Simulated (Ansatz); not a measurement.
# Hf2TaO3: the cost of one run

Computed with Ansatz 0.2.0 (DFT PBE, scalar-relativistic, plane waves, PAW, unless a step's input says otherwise).

1 further run of the same task is left out (it didn't finish).

### 1 The starting structure

The structure is trigonal, space group R-3m (No. 166). The conventional cell has a = 4.557 Å, b = 4.557 Å, c = 12.144 Å, α = 90.00°, β = 90.00°, γ = 120.00°. Around Hf (site symmetry 3m) lie 3 Ta at 2.69 Å and 9 O at 2.71 to 2.89 Å and 4 Hf at 2.85 to 2.95 Å. Around Ta (site symmetry -3m) lie 6 O at 2.41 Å and 6 Hf at 2.69 Å. Around O (site symmetry 2/m) lie 4 O at 2.28 Å and 2 Ta at 2.41 Å and 6 Hf at 2.71 to 2.89 Å.

Coordinates:

```
Hf Ta O
1.0
     2.27868    1.31560    4.04814
    -2.27868    1.31560    4.04814
     0.00000   -2.63119    4.04814
Hf Ta O
2 1 3
Direct
  0.87858 0.87858 0.87858
  0.12142 0.12142 0.12142
  0.50000 0.50000 0.50000
  0.50000 0.00000 0.50000
  0.50000 0.50000 0.00000
  0.00000 0.50000 0.50000
```

A structure generator made this guess: species swapped into a database cell of Ce2Fe3Rh (R-3m, No. 166), with Hf on the Ce sites, O on the Fe sites and Ta on the Rh sites. Lengths come from tabulated atomic sizes and are only a guess.

### 2 Probe: one point on a coarse mesh

The input, input.yaml:

```yaml
crystal:
  lattice:
    - [2.27867739, 1.315595, 4.04814132]
    - [-2.27867739, 1.315595, 4.04814132]
    - [0.0, -2.63119001, 4.04814132]
  atoms:
    - { symbol: Hf, position: [0.87857598, 0.87857598, 0.87857598] }
    - { symbol: Hf, position: [0.12142402, 0.12142402, 0.12142402] }
    - { symbol: Ta, position: [0.5, 0.5, 0.5] }
    - { symbol: O, position: [0.5, 0.0, 0.5] }
    - { symbol: O, position: [0.5, 0.5, 0.0] }
    - { symbol: O, position: [0.0, 0.5, 0.5] }
basis:
  ecutwfc: 420
kpoints:
  mp_grid: { grid: [6, 6, 6] }
hamiltonian:
  xc: pbe
scf:
  occupations: { method: gaussian, width: 0.1 }
  lower_state_search: "off"
output:
  forces: true
  stress: true
  eigenvalues: true
```

Run with:

```bash
> ansatz run input.yaml --threads 1 --pin off --max-ram 2560MiB --backend cpu --events-out ev --progress --plain --runs-dir out
```

**Question.** How long does this run take on 1 thread of AMD EPYC (Zen 3), shared host, and how much memory does it need?

About 13 s, with a peak of 0.45 GiB.
